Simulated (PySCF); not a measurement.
# C4H5FOSi: geometry, spin-spin couplings

Aim: predict the spin-spin couplings of C4H5FOSi (`Fc1coc([SiH3])c1`).

The runs use PySCF 2.14.0, with density-fitted response routines of our own; the level of theory stands in each step. All values are computed, except where a source is named. Atoms count from 0, in the outputs and in this text.

## (1) The molecule as given

12 atoms, charge 0, multiplicity 1; geometry from: GFN2-xTB. The atoms were then displaced at random by about 0.01 Å, so the start is not that level's minimum.

Bonds of the start (Å): F0–C1 1.31, C1–C2 1.36, C2–O3 1.39, O3–C4 1.33, C4–Si5 1.88, C4–C6 1.37, C6–C1 1.43, C2–H7 1.04, Si5–H8 1.47, Si5–H9 1.45, Si5–H10 1.47, C6–H11 1.07.

## (2) Optimising the geometry at PBE0-D3(BJ)/def2-SVP

What the job is given:

```
{"job": {"xc": "PBE0", "basis": "def2-SVP", "d3": "d3bj", "grid": 1, "shake": 0.01, "kind": "geom"}, "charge": 0, "multiplicity": 1}
F     -2.975990     1.138400     0.225580
C     -1.855150     0.496450     0.031970
C     -1.736510    -0.735750    -0.538450
O     -0.385800    -1.066740    -0.550520
C      0.290500    -0.063910    -0.008070
Si     2.152260    -0.261070     0.102070
C     -0.547820     0.945130     0.381740
H     -2.415430    -1.418020    -0.934320
H      2.682990     0.950880     0.748030
H      2.680790    -0.438530    -1.240130
H      2.442500    -1.452060     0.922240
H     -0.292640     1.876950     0.850830
```

The run is started by

```
$ OMP_NUM_THREADS=1 python probes_run.py task.json out
```

The driver reads the jobs from task.json and runs them one after another.

Standard output:

```text
step   0  E = -619.13685409  max force = 0.047768
step   1  E = -619.14032948  max force = 0.011489
step   2  E = -619.14104152  max force = 0.007718
step   3  E = -619.14159093  max force = 0.002061
step   4  E = -619.14165126  max force = 0.002282
step   5  E = -619.14172334  max force = 0.000802
step   6  E = -619.14173948  max force = 0.000683
step   7  E = -619.14174736  max force = 0.000518
step   8  E = -619.14175520  max force = 0.000537
step   9  E = -619.14176934  max force = 0.001145
step  10  E = -619.14177574  max force = 0.001482
step  11  E = -619.14177357  max force = 0.000858
step  12  E = -619.14177316  max force = 0.000267
step  13  E = -619.14177394  max force = 0.001254
step  14  E = -619.14178216  max force = 0.002251
step  15  E = -619.14179912  max force = 0.001322
step  16  E = -619.14181317  max force = 0.000311
optimisation converged
```

Run time: 3 min. Hardware: 1 thread of Arm Neoverse N1, shared host; peak memory 0.53 GiB.

Step by step:

| step | energy from step 0 (eV) | largest force component (eV/Å) |
| --- | --- | --- |
| 0 | 0.0000 | 2.4563 |
| 1 | -0.0946 | 0.5908 |
| 2 | -0.1139 | 0.3969 |
| 3 | -0.1289 | 0.1060 |
| 4 | -0.1305 | 0.1173 |
| 5 | -0.1325 | 0.0412 |
| 6 | -0.1329 | 0.0351 |
| 7 | -0.1332 | 0.0266 |
| 8 | -0.1334 | 0.0276 |
| 9 | -0.1338 | 0.0589 |
| 10 | -0.1339 | 0.0762 |
| 11 | -0.1339 | 0.0441 |
| 12 | -0.1339 | 0.0137 |
| 13 | -0.1339 | 0.0645 |
| 14 | -0.1341 | 0.1158 |
| 15 | -0.1346 | 0.0680 |
| 16 | -0.1349 | 0.0160 |

Close pairs (by a distance rule), those that changed most:

| bond | before (Å) | after (Å) | change (Å) |
| --- | --- | --- | --- |
| C2–H7 | 1.041 | 1.086 | +0.045 |
| C2–O3 | 1.391 | 1.346 | -0.045 |
| Si5–H9 | 1.453 | 1.493 | +0.040 |
| O3–C4 | 1.326 | 1.360 | +0.034 |
| Si5–H8 | 1.472 | 1.492 | +0.019 |
| Si5–H10 | 1.475 | 1.493 | +0.018 |
| F0–C1 | 1.306 | 1.321 | +0.015 |
| C6–H11 | 1.074 | 1.088 | +0.014 |

The next job starts from the end point, and lists it.

| at the end point | value |
| --- | --- |
| point group (found at 0.08 Å tolerance) | C1 |
| rotational constants (GHz, main isotopes) | 6.724, 1.226, 1.049 |
| dipole moment (D) | 0.51 |

## (3) J couplings: B3LYP/cc-pVTZ

What the job is given:

```
{"job": {"kind": "j", "xc": "B3LYP", "basis": "cc-pVTZ"}, "charge": 0, "multiplicity": 1}
F     -2.842272     0.990394     1.085371
C     -1.793547     0.393502     0.548398
C     -1.789580    -0.799832    -0.113795
O     -0.531794    -1.073772    -0.506121
C      0.283568    -0.062412    -0.103588
Si     2.106000    -0.153716    -0.506144
C     -0.459745     0.880784     0.562072
H     -2.566922    -1.517639    -0.357955
H      2.750247     1.018932     0.153116
H      2.333442    -0.089607    -1.980605
H      2.695510    -1.422255     0.014376
H     -0.104937     1.809610     1.002834
```

With the program's defaults for keys left out, this is: B3LYP/cc-pVTZ indirect spin-spin coupling, non-relativistic, gas phase.

Standard output:

```text
coarse grid: 11240 points
cycle   1  E = -620.0443742125  dE =  1.121e+00  |g| = 6.032e-01  |ddm| = 7.343e+00
cycle   2  E = -619.9725193793  dE =  7.185e-02  |g| = 8.992e-01  |ddm| = 2.135e+00
cycle   3  E = -620.0990917906  dE = -1.266e-01  |g| = 1.630e-01  |ddm| = 1.233e+00
cycle   4  E = -620.1035619024  dE = -4.470e-03  |g| = 6.931e-02  |ddm| = 2.928e-01
cycle   5  E = -620.1045354396  dE = -9.735e-04  |g| = 1.497e-02  |ddm| = 1.143e-01
cycle   6  E = -620.1045807076  dE = -4.527e-05  |g| = 5.767e-03  |ddm| = 2.958e-02
cycle   7  E = -620.1045883402  dE = -7.633e-06  |g| = 1.047e-03  |ddm| = 9.275e-03
final grid: 106432 points
cycle   8  E = -620.1005348913  dE = -5.100e-05  |g| = 5.939e-03  |ddm| = 8.742e-02
cycle   9  E = -620.1005253170  dE =  9.574e-06  |g| = 9.484e-03  |ddm| = 2.078e-02
cycle  10  E = -620.1005408403  dE = -1.552e-05  |g| = 9.573e-04  |ddm| = 1.287e-02
cycle  11  E = -620.1005409793  dE = -1.390e-07  |g| = 5.018e-04  |ddm| = 1.794e-03
cycle  12  E = -620.1005410321  dE = -5.289e-08  |g| = 1.300e-04  |ddm| = 8.676e-04
cycle  13  E = -620.1005410353  dE = -3.192e-09  |g| = 2.982e-05  |ddm| = 2.522e-04
cycle  14  E = -620.1005410355  dE = -1.608e-10  |g| = 1.427e-05  |ddm| = 5.705e-05
converged SCF energy = -620.1005410355

Indirect spin-spin couplings (Hz)
  i      j    bonds     total        FC       PSO       DSO        SD
  0 F    1 C    1   -310.709  -312.954    -2.930     0.948     4.227
  0 F    2 C    2     19.692    28.033   -15.907    -0.166     7.732
  0 F    3 O    3     14.350     4.085    11.718     0.233    -1.686
  0 F    4 C    3      1.590     6.084    -1.585    -0.356    -2.553
  0 F    5 Si   4     -1.072    -0.627    -0.231     0.178    -0.392
  0 F    6 C    2      8.706    18.651   -11.830    -0.158     2.042
  0 F    7 H    3     -4.250    -2.525    -0.823    -0.742    -0.160
  0 F    8 H    5     -0.289    -0.002     0.283    -0.612     0.042
  0 F    9 H    5     -0.388     0.015     0.384    -0.802     0.014
  0 F   11 H    3     -0.333     1.682    -1.194    -0.513    -0.309
  1 C    2 C    1    113.557   120.344    -7.133     0.346         -
  1 C    3 O    2     -0.605    -0.582    -0.008    -0.015         -
  1 C    4 C    2      2.783     2.527     0.181     0.075         -
  1 C    5 Si   3     -5.055    -4.971    -0.094     0.039    -0.029
  1 C    6 C    1     70.149    74.555    -4.742     0.336         -
  1 C    7 H    2      8.674     9.683    -0.662    -0.348         -
  1 C   10 H    4      0.321     0.412     0.110    -0.201         -
  1 C   11 H    2     -0.202     0.469    -0.472    -0.198         -
  2 C    3 O    1     27.685    21.158     6.674    -0.147         -
  2 C    4 C    2     -4.879    -3.835    -1.033    -0.011         -
  2 C    5 Si   3     -3.234    -2.797    -0.311     0.064    -0.190
  2 C    6 C    2     11.716    11.875    -0.173     0.013         -
  2 C    7 H    1    194.814   193.632     0.119     1.063         -
  2 C    8 H    4      1.047     1.175     0.186    -0.314         -
  2 C    9 H    4      0.308     0.379     0.173    -0.243         -
  2 C   10 H    4      0.180     0.248     0.173    -0.241         -
  2 C   11 H    3      3.953     4.165     0.349    -0.561         -
  3 O    4 C    1     36.166    28.908     7.422    -0.164         -
  3 O    5 Si   2     13.664    13.691    -0.102     0.002     0.073
  3 O    6 C    2      3.025     1.151     1.869     0.006         -
  3 O    7 H    2    -17.223   -18.030     0.656     0.151         -
  3 O    8 H    3     -7.732    -7.938     0.005     0.201         -
  3 O    9 H    3      0.485     0.454     0.029     0.002         -
  3 O   10 H    3      0.404     0.385     0.042    -0.022         -
  3 O   11 H    3     -3.260    -3.674     0.097     0.318         -
  4 C    5 Si   1    -79.393   -79.883     1.783    -0.128    -1.164
  4 C    6 C    1     73.699    81.031    -7.634     0.301         -
  4 C    7 H    3      6.770     7.080     0.322    -0.632         -
  4 C    8 H    2     11.155    11.338    -0.193     0.010         -
  4 C    9 H    2      3.671     3.842    -0.105    -0.065         -
  4 C   10 H    2      3.297     3.471    -0.111    -0.063         -
  4 C   11 H    2     10.649    11.828    -0.926    -0.253         -
  5 Si   6 C    2     -8.553    -8.317    -0.152     0.014    -0.098
  5 Si   7 H    4     -1.137    -1.081    -0.273     0.246    -0.029
  5 Si   8 H    1   -160.300  -160.890     0.690    -0.171     0.071
  5 Si   9 H    1   -163.724  -164.348     0.738    -0.166     0.051
  5 Si  10 H    1   -164.181  -164.812     0.749    -0.167     0.049
  5 Si  11 H    3     -1.442    -1.411    -0.085     0.046     0.008
  6 C    7 H    3      4.361     4.621     0.330    -0.590         -
  6 C    8 H    3      0.310     0.384    -0.178     0.105         -
  6 C    9 H    3      2.454     2.562     0.127    -0.236         -
  6 C   10 H    3      2.942     3.056     0.152    -0.266         -
  6 C   11 H    1    168.284   166.780     0.524     0.980         -
  7 H    8 H    5      0.209     0.560     0.909    -1.259         -
  7 H    9 H    5     -1.063    -0.893     0.695    -0.866         -
  7 H   10 H    5     -0.892    -0.743     0.678    -0.828         -
  7 H   11 H    4      0.409     0.819     1.843    -2.253         -
  8 H    9 H    2      3.305     4.511     0.770    -1.976         -
  8 H   10 H    2      2.816     4.045     0.775    -2.004         -
  8 H   11 H    4      0.554     0.213    -0.639     0.980         -
  9 H   10 H    2      6.049     7.198     0.757    -1.906         -
  9 H   11 H    4     -1.104    -0.693     0.512    -0.923         -
 10 H   11 H    4     -0.928    -0.452     0.596    -1.072         -
```

It took 1.8 min on 1 thread of Arm Neoverse N1, shared host; peak memory 1 GiB.

The basis is not made for couplings: without tight functions at the nuclei these values are rough.

Couplings of 1 Hz or more, nine at most for each number of bonds, with means over like pairs (isotopes 13C, 19F, 1H, 17O, 29Si):

| pair | bonds | J (Hz) | Fermi contact (Hz) | dihedral (°) |
| --- | --- | --- | --- | --- |
| F0–C1 | 1 | -310.7 | -313.0 | – |
| C2–H7 | 1 | 194.8 | 193.6 | – |
| C6–H11 | 1 | 168.3 | 166.8 | – |
| Si5–H8 | 1 | -162.7 | -163.3 | – |
| C1–C2 | 1 | 113.6 | 120.3 | – |
| C4–Si5 | 1 | -79.4 | -79.9 | – |
| C4–C6 | 1 | 73.7 | 81.0 | – |
| C1–C6 | 1 | 70.1 | 74.6 | – |
| O3–C4 | 1 | 36.2 | 28.9 | – |
| F0–C2 | 2 | 19.7 | 28.0 | – |
| O3–H7 | 2 | -17.2 | -18.0 | – |
| O3–Si5 | 2 | 13.7 | 13.7 | – |
| C2–C6 | 2 | 11.7 | 11.9 | – |
| C4–H11 | 2 | 10.6 | 11.8 | – |
| F0–C6 | 2 | 8.7 | 18.7 | – |
| C1–H7 | 2 | 8.7 | 9.7 | – |
| Si5–C6 | 2 | -8.6 | -8.3 | – |
| C4–H8 | 2 | 6.0 | 6.2 | – |
| F0–O3 | 3 | 14.3 | 4.1 | -180 |
| C4–H7 | 3 | 6.8 | 7.1 | -180 |
| C1–Si5 | 3 | -5.1 | -5.0 | 180 |
| C6–H7 | 3 | 4.4 | 4.6 | 180 |
| F0–H7 | 3 | -4.2 | -2.5 | 0 |
| C2–H11 | 3 | 4.0 | 4.2 | 180 |
| O3–H11 | 3 | -3.3 | -3.7 | -180 |
| C2–Si5 | 3 | -3.2 | -2.8 | -180 |
| O3–H8 | 3 | -2.3 | -2.4 | – |
| Si5–H7 | 4 | -1.1 | -1.1 | – |
| F0–Si5 | 4 | -1.1 | -0.6 | – |

The spin-dipole term was solved for some atoms only; pairs without it lack that part.

The response was solved for the nuclei of C, F, H, Si alone, so couplings that need other nuclei can be missing.

Quadrupole couplings from the field gradients of the same density:

| atom | isotope | eQq/h (MHz) | η |
| --- | --- | --- | --- |
| O3 | 17O | -8.513 | 0.03 |

## (4) Indirect couplings: B3LYP/6-31G*

The job, as its differences from that of step 3:

```diff
@@ -1,2 +1,2 @@
-{"job": {"kind": "j", "xc": "B3LYP", "basis": "cc-pVTZ"}, "charge": 0, "multiplicity": 1}
+{"job": {"kind": "j", "xc": "B3LYP", "basis": "6-31G*"}, "charge": 0, "multiplicity": 1}
 F     -2.842272     0.990394     1.085371
```

Level: B3LYP/6-31G* indirect spin-spin coupling, non-relativistic, gas phase.

Standard output:

```text
coarse grid: 11240 points
cycle   1  E = -619.9308749883  dE =  1.136e+00  |g| = 5.786e-01  |ddm| = 3.537e+00
cycle   2  E = -619.8661697508  dE =  6.471e-02  |g| = 8.466e-01  |ddm| = 1.080e+00
cycle   3  E = -619.9877418672  dE = -1.216e-01  |g| = 1.477e-01  |ddm| = 6.848e-01
cycle   4  E = -619.9919408435  dE = -4.199e-03  |g| = 5.671e-02  |ddm| = 1.722e-01
cycle   5  E = -619.9926370055  dE = -6.962e-04  |g| = 1.384e-02  |ddm| = 6.009e-02
cycle   6  E = -619.9926836896  dE = -4.668e-05  |g| = 3.685e-03  |ddm| = 1.661e-02
cycle   7  E = -619.9926867459  dE = -3.056e-06  |g| = 1.194e-03  |ddm| = 4.113e-03
final grid: 106432 points
cycle   8  E = -619.9361126008  dE = -1.040e-05  |g| = 5.576e-03  |ddm| = 1.984e-02
cycle   9  E = -619.9361039019  dE =  8.699e-06  |g| = 8.803e-03  |ddm| = 1.151e-02
cycle  10  E = -619.9361189597  dE = -1.506e-05  |g| = 7.891e-04  |ddm| = 7.363e-03
cycle  11  E = -619.9361190984  dE = -1.387e-07  |g| = 2.525e-04  |ddm| = 9.020e-04
cycle  12  E = -619.9361191124  dE = -1.405e-08  |g| = 7.039e-05  |ddm| = 2.964e-04
cycle  13  E = -619.9361191134  dE = -9.728e-10  |g| = 2.370e-05  |ddm| = 7.981e-05
converged SCF energy = -619.9361191134

Indirect spin-spin couplings (Hz)
  i      j    bonds     total        FC       PSO       DSO        SD
  0 F    1 C    1   -174.267  -178.621     0.325     1.083     2.946
  0 F    2 C    2     28.231    36.389   -14.862    -0.143     6.847
  0 F    3 O    3     10.412     1.067    10.527     0.221    -1.402
  0 F    4 C    3      1.036     5.214    -1.519    -0.343    -2.315
  0 F    5 Si   4     -1.843    -1.523    -0.142     0.175    -0.352
  0 F    6 C    2     14.723    24.060   -11.108    -0.132     1.903
  0 F    7 H    3     -7.675    -5.478    -1.175    -0.675    -0.348
  0 F    8 H    5     -0.448    -0.008     0.110    -0.593     0.042
  0 F    9 H    5     -0.960    -0.344     0.156    -0.782     0.010
  0 F   10 H    5     -0.557     0.067     0.166    -0.805     0.015
  0 F   11 H    3     -3.425    -1.120    -1.580    -0.447    -0.278
  1 C    2 C    1    110.562   116.586    -6.370     0.346         -
  1 C    3 O    2     -2.623    -2.568    -0.036    -0.018         -
  1 C    4 C    2      3.529     3.268     0.186     0.075         -
  1 C    5 Si   3     -3.875    -3.807    -0.080     0.040    -0.027
  1 C    6 C    1     87.778    91.559    -4.119     0.337         -
  1 C    7 H    2      5.513     6.588    -0.739    -0.335         -
  1 C    9 H    4     -0.660    -0.553     0.086    -0.192         -
  1 C   10 H    4     -0.189    -0.077     0.089    -0.200         -
  1 C   11 H    2     -1.211    -0.492    -0.535    -0.184         -
  2 C    3 O    1     11.741     6.238     5.659    -0.156         -
  2 C    4 C    2      0.188     1.024    -0.826    -0.010         -
  2 C    5 Si   3     -2.223    -1.851    -0.264     0.063    -0.172
  2 C    6 C    2      8.015     8.133    -0.131     0.014         -
  2 C    7 H    1    202.202   201.295    -0.244     1.151         -
  2 C    8 H    4      0.759     0.936     0.134    -0.311         -
  2 C    9 H    4      1.641     1.762     0.119    -0.241         -
  2 C   10 H    4      1.264     1.382     0.120    -0.238         -
  2 C   11 H    3      3.817     4.139     0.233    -0.555         -
  3 O    4 C    1     19.163    13.188     6.147    -0.172         -
  3 O    5 Si   2     10.554    10.589    -0.098     0.001     0.062
  3 O    6 C    2      1.210    -0.386     1.594     0.002         -
  3 O    7 H    2    -15.649   -16.457     0.669     0.138         -
  3 O    8 H    3     -6.761    -6.976     0.016     0.198         -
  3 O    9 H    3      0.316     0.288     0.027     0.002         -
  3 O   10 H    3      0.277     0.263     0.036    -0.022         -
  3 O   11 H    3     -2.383    -2.845     0.154     0.308         -
  4 C    5 Si   1    -79.366   -79.729     1.433    -0.129    -0.941
  4 C    6 C    1     80.212    86.657    -6.746     0.301         -
  4 C    7 H    3      4.899     5.367     0.155    -0.623         -
  4 C    8 H    2      9.140     9.302    -0.179     0.018         -
  4 C    9 H    2      1.478     1.648    -0.113    -0.057         -
  4 C   10 H    2      1.286     1.465    -0.125    -0.054         -
  4 C   11 H    2      6.983     8.146    -0.920    -0.243         -
  5 Si   6 C    2     -6.021    -5.823    -0.122     0.014    -0.091
  5 Si   7 H    4     -0.907    -0.933    -0.188     0.245    -0.031
  5 Si   8 H    1   -183.702  -183.931     0.804    -0.200    -0.375
  5 Si   9 H    1   -188.627  -188.886     0.861    -0.196    -0.406
  5 Si  10 H    1   -189.160  -189.418     0.863    -0.197    -0.408
  5 Si  11 H    3     -1.331    -1.360    -0.017     0.044     0.002
  6 C    7 H    3      4.284     4.636     0.230    -0.583         -
  6 C    8 H    3      0.117     0.184    -0.175     0.107         -
  6 C    9 H    3      3.868     4.024     0.077    -0.233         -
  6 C   10 H    3      3.949     4.115     0.097    -0.263         -
  6 C   11 H    1    176.931   175.805     0.054     1.072         -
  7 H    9 H    5     -1.374    -0.996     0.477    -0.854         -
  7 H   10 H    5     -1.174    -0.825     0.468    -0.817         -
  7 H   11 H    4     -0.298     0.652     1.275    -2.225         -
  8 H    9 H    2      2.641     4.367     0.174    -1.899         -
  8 H   10 H    2      2.068     3.821     0.174    -1.927         -
  8 H   11 H    4      0.881     0.382    -0.485     0.985         -
  9 H   10 H    2      5.538     7.190     0.176    -1.828         -
  9 H   11 H    4     -1.450    -0.821     0.276    -0.905         -
 10 H   11 H    4     -1.276    -0.557     0.335    -1.053         -
```

It took 27 s on 1 thread of Arm Neoverse N1, shared host; peak memory 0.65 GiB.

The basis is not made for couplings: without tight functions at the nuclei these values are rough.

Key values: J(C2,H7) 202.2 Hz, J(Si5,H8) -187.2 Hz, J(C6,H11) 176.9 Hz (means over like pairs).

## (5) Run by run: spin-spin couplings

Couplings (Hz), each a mean over the pairs like the one named, with basis size and wall time:

| run | F0–C1 | C2–H7 | C6–H11 | Si5–H8 | C1–C2 | C4–Si5 | C4–C6 | functions | time |
| --- | --- | --- | --- | --- | --- | --- | --- | --- | --- |
| B3LYP/cc-pVTZ | -310.7 | 194.8 | 168.3 | -162.7 | 113.6 | -79.4 | 73.7 | 284 | 1.8 min |
| B3LYP/6-31G* | -174.3 | 202.2 | 176.9 | -187.2 | 110.6 | -79.4 | 80.2 | 112 | 27 s |

## (6) Summary of results

| quantity | value |
| --- | --- |
| point group | C1 |
| rotational constants (main isotopes) | 6.72, 1.23, 1.05 GHz |
| largest coupling of the table (B3LYP/cc-pVTZ) | 1J(F,C) F0–C1, -310.7 Hz |
| range of J(F0,C1), mean over like pairs | -310.7 to -174.3 Hz |

In words: The optimisation took 16 steps and gained 0.135 eV; among the close pairs (by a distance rule), C2–H7 changed most, from 1.041 to 1.086 Å. No frequency check was run at this level, so the end point may be a saddle. Of the pairs tabulated at B3LYP/cc-pVTZ, F0–C1 couples most strongly (-310.7 Hz; Fermi contact -313.0 Hz). The coupling F0–C1, as a mean over pairs of its kind, runs from -310.7 Hz (B3LYP/cc-pVTZ) to -174.3 Hz (B3LYP/6-31G*). Couplings from bases without tight functions are rough.
